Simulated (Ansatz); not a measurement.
Crystal: CsLiCr2Te2S3.

```
Cs Li Cr Te S
1.0
     3.60358    0.00000    0.00000
    -1.80179    3.12079    0.00000
     0.00000    0.00000   19.06651
Cs Li Cr Te S
1 1 2 2 3
Direct
  0.00000 0.00000 0.37399
  0.66667 0.33333 0.01607
  0.00000 0.00000 0.86637
  0.33333 0.66667 0.16833
  0.33333 0.66667 0.53891
  0.66667 0.33333 0.77276
  0.00000 0.00000 0.10030
  0.33333 0.66667 0.92920
  0.66667 0.33333 0.23408
```

The cell was built by a generator and needn't be a form met in nature.

```yaml
Program: Ansatz 0.2.0
Task: relaxation of cell and atoms
Functional: PBE
Dispersion: D3(BJ)-ATM
Potentials_or_basis: Ansatz PAW
Cutoff: "420 eV (not typed: the program's choice for these potentials)"
k_mesh: 6 × 6 × 1
Occupations: fermi-dirac, width 0.05 eV
Spin: collinear spin, ferromagnetic start
Starting_moments: "[0.0, 0.0, 3.0, 3.0, 0.0, 0.0, 0.0, 0.0, 0.0] μB"
```

At the start: volume 23.82 Å³/atom.

Task: How do energy, volume and symmetry change on relaxing?

Result: It ends after 16 steps and the volume is 22.13 Å³/atom (-7.1 %); space group P3m1 (No. 156, to 0.05 Å); moment 5.80 μB per cell.

Step by step:
| step | energy change (eV) | largest force (eV/Å) | volume (Å³) |
| --- | --- | --- | --- |
| 1 | 0.0000 | 1.8765 | 214.42 |
| 2 | -0.0121 | 0.2343 | 215.03 |
| 3 | -0.0482 | 0.2745 | 210.32 |
| 4 | -0.0929 | 0.2412 | 205.67 |
| 5 | -0.1100 | 1.6316 | 198.82 |
| 6 | -0.1231 | 0.0761 | 201.09 |
| 7 | -0.1259 | 0.0780 | 200.19 |
| 8 | -0.1274 | 0.0693 | 199.94 |
| 9 | -0.1290 | 0.0800 | 199.24 |
| 10 | -0.1292 | 0.0780 | 199.33 |
| 11 | -0.1294 | 0.0386 | 199.25 |
| 12 | -0.1295 | 0.0546 | 199.22 |
| 13 | -0.1295 | 0.0219 | 199.13 |
| 14 | -0.1296 | 0.0110 | 199.17 |
| 15 | -0.1296 | 0.0084 | 199.19 |
| 16 | -0.1280 | 0.0082 | 199.19 |

Final structure:
```
Cs Li Cr Te S
1.0
     3.57465    0.00000    0.00000
    -1.78733    3.09574    0.00000
     0.00000    0.00000   18.00021
Cs Li Cr Te S
1 1 2 2 3
Direct
  0.00000 0.00000 0.38641
  0.66667 0.33333 0.01586
  0.00000 0.00000 0.85387
  0.33333 0.66667 0.17098
  0.33333 0.66667 0.55892
  0.66667 0.33333 0.75261
  0.00000 0.00000 0.09909
  0.33333 0.66667 0.92209
  0.66667 0.33333 0.24019
```

Caveat: the plane-wave basis is chosen anew once the cell has moved, so the energies of steps on either side of that aren't comparable; only a ferromagnetic start was run, and an antiferromagnetic order may lie lower in energy; pairwise dispersion overbinds metals, which lowers pressure and volume.
